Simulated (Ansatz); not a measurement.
# C₃H₆BCl₂N: a ladder of functionals and wavefunction methods

One table from this session's results is given with a row withheld; the runs are named, their logs left out.

Program: Ansatz 0.2.0, Gaussian basis. Level of theory: functionals in def2-TZVPP, the program's frozen cores in correlated methods. These are calculated values, not measurements.

Plan: LDA (SPW92), PBE-D4, revPBE-D4, BLYP-D4, r2SCAN-D4, B97M-V, PBE0-D4, B3LYP-D4, r2SCANh-D4, r2SCAN0-D4, HSE06-D4, BHLYP-D4, CAM-B3LYP-D4, LC-ωPBE, ωB97X-V, ωB97M-V, B2PLYP, PBE-QIDH; CCSD(T)/def2-SVP; MP2/def2-TZVPP; MP2/def2-QZVPP; RPA on PBE.

**The geometry**

An earlier PBE0-D4 in a triple-zeta def2 set relaxation fixed the geometry.

SMILES `CC#[N+][B-](C)(Cl)Cl`, 13 atoms, charge 0, spin multiplicity 1.

Atoms are counted from 1 here; the program's logs count them from 0.

Bond lengths: C1–C2 1.440 Å, C1–H8 1.091 Å, C1–H9 1.091 Å, C1–H10 1.091 Å, C2–N3 1.139 Å, N3–B4 1.585 Å, B4–C5 1.587 Å, B4–Cl6 1.848 Å, B4–Cl7 1.848 Å, C5–H11 1.094 Å, C5–H12 1.094 Å, C5–H13 1.092 Å. Angles: C2–C1–H8 109.4°, C2–C1–H9 109.4°, C2–C1–H10 109.8°, H8–C1–H9 109.4°, H8–C1–H10 109.4°, H9–C1–H10 109.4°, C1–C2–N3 179.2°, C2–N3–B4 178.8°, N3–B4–C5 108.7°, N3–B4–Cl6 103.5°, N3–B4–Cl7 103.5°, C5–B4–Cl6 113.8°, C5–B4–Cl7 113.8°, Cl6–B4–Cl7 112.4°, B4–C5–H11 112.0°, B4–C5–H12 112.0°, B4–C5–H13 108.7°, H11–C5–H12 108.8° and more.

The first run:

Input file in.yaml:

```yaml
crystal:
  periodic: [false, false, false]
  atoms:
    - {symbol: C, position_ang: [0.193710, 0.064939, 2.753008]}
    - {symbol: C, position_ang: [0.214736, 0.169200, 1.317314]}
    - {symbol: N, position_ang: [0.241946, 0.263645, 0.182140]}
    - {symbol: B, position_ang: [0.301338, 0.419330, -1.394323]}
    - {symbol: C, position_ang: [-0.665619, -0.654927, -2.049547]}
    - {symbol: Cl, position_ang: [-0.227348, 2.167287, -1.674574]}
    - {symbol: Cl, position_ang: [2.086951, 0.152158, -1.786307]}
    - {symbol: H, position_ang: [-0.103601, 1.023620, 3.181687]}
    - {symbol: H, position_ang: [1.190126, -0.198527, 3.112117]}
    - {symbol: H, position_ang: [-0.517119, -0.704793, 3.057437]}
    - {symbol: H, position_ang: [-0.364688, -1.677901, -1.806575]}
    - {symbol: H, position_ang: [-1.705148, -0.510926, -1.741792]}
    - {symbol: H, position_ang: [-0.624685, -0.547605, -3.135787]}
basis:
  gaussian: {orbitals: def2-TZVPP}
hamiltonian: {xc: lda}
output: {orbitals: {seedname: orbitals}}
```

Launch:

```sh
$ ansatz run in.yaml --threads 4 --pin off --events-out ev --progress --plain --max-ram 11315MiB
```

Steps of the session up to this table: LDA; PBE-D4 (GGA); revPBE-D4 (GGA); BLYP-D4 (GGA); r2SCAN-D4 (meta-GGA); B97M-V (meta-GGA); B3LYP-D4 (hybrid); r2SCANh-D4 (hybrid); r2SCAN0-D4 (hybrid); HSE06-D4 (hybrid); BHLYP-D4 (hybrid); CAM-B3LYP-D4 (range-separated); LC-ωPBE (range-separated); ωB97X-V (range-separated); ωB97M-V (range-separated); B2PLYP (double hybrid); PBE-QIDH (double hybrid).

One table of the session follows, with a row left open; its other results are not shown here.

It belongs to the step «Frontier levels by functional». 

```
  functional  HOMO (eV)  gap (eV)
 LDA (SPW92)      -6.28      3.91
      PBE-D4      -6.15      3.99
   revPBE-D4      -6.10      4.02
     BLYP-D4          ?         ?
   r2SCAN-D4      -6.47      4.53
      B97M-V      -6.57      4.73
     PBE0-D4      -7.50      6.36
    B3LYP-D4      -7.23      5.83
  r2SCANh-D4      -6.97      5.40
  r2SCAN0-D4      -7.71      6.72
    HSE06-D4      -7.10      5.58
    BHLYP-D4      -8.71      8.73
CAM-B3LYP-D4      -8.85      8.86
     LC-ωPBE     -10.27     11.48
     ωB97X-V      -9.90     11.04
     ωB97M-V      -9.74     10.79
```

Estimate the missing values for BLYP-D4.

Worked estimate for «HOMO (eV)». Against the share of exact exchange, B3LYP-D4 (0.2, -7.23), BHLYP-D4 (0.5, -8.71) give a slope of -4.93 per unit share; at 0 the line stands at -6.24.

As computed: HOMO (eV): -5.98; gap (eV): 3.94. In «HOMO (eV)» the line misses by -0.26.
